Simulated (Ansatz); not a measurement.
# CH8FGeNSi: the cost of one run

Program: Ansatz 0.2.0. Level of theory: RHF/def2-SVP. These are calculated values, not measurements.

### Step 1. Starting point

Bond lengths: C1–Ge2 1.891 Å, Ge2–N3 1.839 Å, Ge2–F4 1.786 Å, Ge2–Si5 2.321 Å, C1–H6 1.174 Å, C1–H7 1.117 Å, C1–H8 1.062 Å, N3–H9 1.065 Å, N3–H10 1.065 Å, Si5–H11 1.445 Å, Si5–H12 1.485 Å, Si5–H13 1.417 Å. Angles (14 of 21 angles, heavy atoms first): C1–Ge2–N3 108.6°, C1–Ge2–F4 113.0°, C1–Ge2–Si5 108.5°, N3–Ge2–F4 107.8°, N3–Ge2–Si5 110.2°, F4–Ge2–Si5 108.8°, Ge2–C1–H6 110.1°, Ge2–C1–H7 110.3°, Ge2–C1–H8 112.3°, Ge2–N3–H9 109.7°, Ge2–N3–H10 109.2°, Ge2–Si5–H11 109.2°, Ge2–Si5–H12 107.9°, Ge2–Si5–H13 108.6°.

Coordinates:

```xyz
13

C    -1.6446    0.7726    0.2028
Ge    0.1831    0.5750   -0.2424
N     1.1960    1.0593    1.2139
F     0.6811    1.5989   -1.6182
Si    0.5726   -1.6481   -0.7853
H    -1.8813    1.8967    0.4434
H    -2.2856    0.5318   -0.6792
H    -1.9177    0.1946    1.0513
H     2.2245    0.8708    1.0140
H     0.9790    0.4039    2.0247
H    -0.2651   -2.0173   -1.9033
H     0.2348   -2.4734    0.4022
H     1.9435   -1.7996   -1.1089
```

### Step 2. End point A

input.yaml reads:

```yaml
crystal:
  periodic: [false, false, false]
  atoms:
    - { symbol: C, position_ang: [-1.6446, 0.7726, 0.2028] }
    - { symbol: Ge, position_ang: [0.1831, 0.575, -0.2424] }
    - { symbol: "N", position_ang: [1.196, 1.0593, 1.2139] }
    - { symbol: F, position_ang: [0.6811, 1.5989, -1.6182] }
    - { symbol: Si, position_ang: [0.5726, -1.6481, -0.7853] }
    - { symbol: H, position_ang: [-1.8813, 1.8967, 0.4434] }
    - { symbol: H, position_ang: [-2.2856, 0.5318, -0.6792] }
    - { symbol: H, position_ang: [-1.9177, 0.1946, 1.0513] }
    - { symbol: H, position_ang: [2.2245, 0.8708, 1.014] }
    - { symbol: H, position_ang: [0.979, 0.4039, 2.0247] }
    - { symbol: H, position_ang: [-0.2651, -2.0173, -1.9033] }
    - { symbol: H, position_ang: [0.2348, -2.4734, 0.4022] }
    - { symbol: H, position_ang: [1.9435, -1.7996, -1.1089] }
basis:
  gaussian: { orbitals: def2-SVP }
hamiltonian:
  xc: hf
relax:
  f_tol: 0.015
  max_steps: 40
```

On the command line:

```bash
$ ansatz run input.yaml --threads 2 --pin off --max-ram 3072MiB --backend cpu --events-out ev --progress --plain --runs-dir out
```

What time and memory should one allow on 2 threads of Intel Xeon Platinum 8488C (Sapphire Rapids), shared host?

About 40 s, with a peak of 0.35 GiB.
